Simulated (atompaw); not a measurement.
**P: generating and testing a PAW (atompaw) potential**

Do these settings give a usable potential? It is generated, then checked for scattering, ghosts and hardness.

The numbers are computed with atompaw 4.2.0.5 (LDA (PW92), scalar-relativistic, spin-unpolarised reference atom).

## 1. Settings

The settings as typed:

```
element                 : phosphorus (P, Z = 15)
type                    : PAW
frozen core             : [Ne]
valence charge          : 5
reference configuration : 3s2 3p2.5 (charge +0.5)
partial waves           : 3s (bound): rc 1.40 bohr; 3s channel at 1.25 Ry: rc 1.40 bohr; 3p (bound): rc 2.05 bohr; 3p channel at -0.2 Ry: rc 2.05 bohr; 3d channel at -0.2 Ry: rc 2.05 bohr
local potential         : bessel scheme, radius 1.65 bohr
core correction         : smooth core density matched at 2.05 bohr
augmentation charge     : sinc compensation charge, radius 1.60 bohr; PAW radius 2.05 bohr; waves and projectors: custom rrkj gramschmidtortho
```

The nodes and maxima of the atom's own shells, from an earlier all-electron run, set the scale for the radii.

All-electron outer shells of the reference configuration (LDA (PW92), scalar-relativistic, ld1.x):

```tsv
shell	level (eV)	outermost node (bohr)	outermost maximum (bohr)
2p	-129.52	–	0.35
3s	-18.47	0.66	1.56
3p	-9.75	0.64	1.79
3d	-0.88	–	4.12
```

## 2. The generation run

The input, P.input:

```
P 15
LDA-PW scalarrelativistic loggrid 1500 logderivrange -3 5 201
3 3 0 0 0 0
3 1 2.5
0 0 0
c
c
v
c
v
2
2.05 1.60 1.65 2.05
y
1.25
n
y
-0.2
n
y
-0.2
n
custom rrkj gramschmidtortho sinc
bessel
1.40
1.40
2.05
2.05
2.05
PWSCFOUT
UPFDX 0.0125d0 UPFXMIN -7.d0 UPFZMESH 15.d0
END
```

Launch:

```console
$ atompaw < P.input > P.log
```

Q: Predict the outcome of this session. Wanted: cutoffs for 10 and 1 mRy, occupied levels; bound ghosts; largest phase difference near zero energy, channels read; lowest eigenvalue of the overlap; share of valence orbitals outside the PAW sphere; UPF file.

As calculated:

```
                                                quantity             value
               cutoffs for 10 and 1 mRy, occupied levels   18 Ry and 30 Ry
                                            bound ghosts   s at -159.44 eV
largest phase difference near zero energy, channels read         0.016 rad
         lowest eigenvalue of the overlap (Bessel basis)         0.578 (s)
        share of valence orbitals outside the PAW sphere  3s 34 %, 3p 52 %
                                                UPF file       not written
```

What this shows: A bound ghost (s) makes it unfit for use: electrons can fall into a state that the atom doesn't have. The potential is soft on the atom at that tolerance: the looser tolerance needs 18 Ry. The slowest occupied level is 3s: taken alone it needs 21 Ry to come within 1 mRy, against 15 Ry for 3p. Near zero energy the phases of the channels with partial waves agree within 0.016 rad. The pseudo core plus compensation charge is negative at some radii, so no UPF file was written. These are tests on the free atom; a crystal test is still owed.
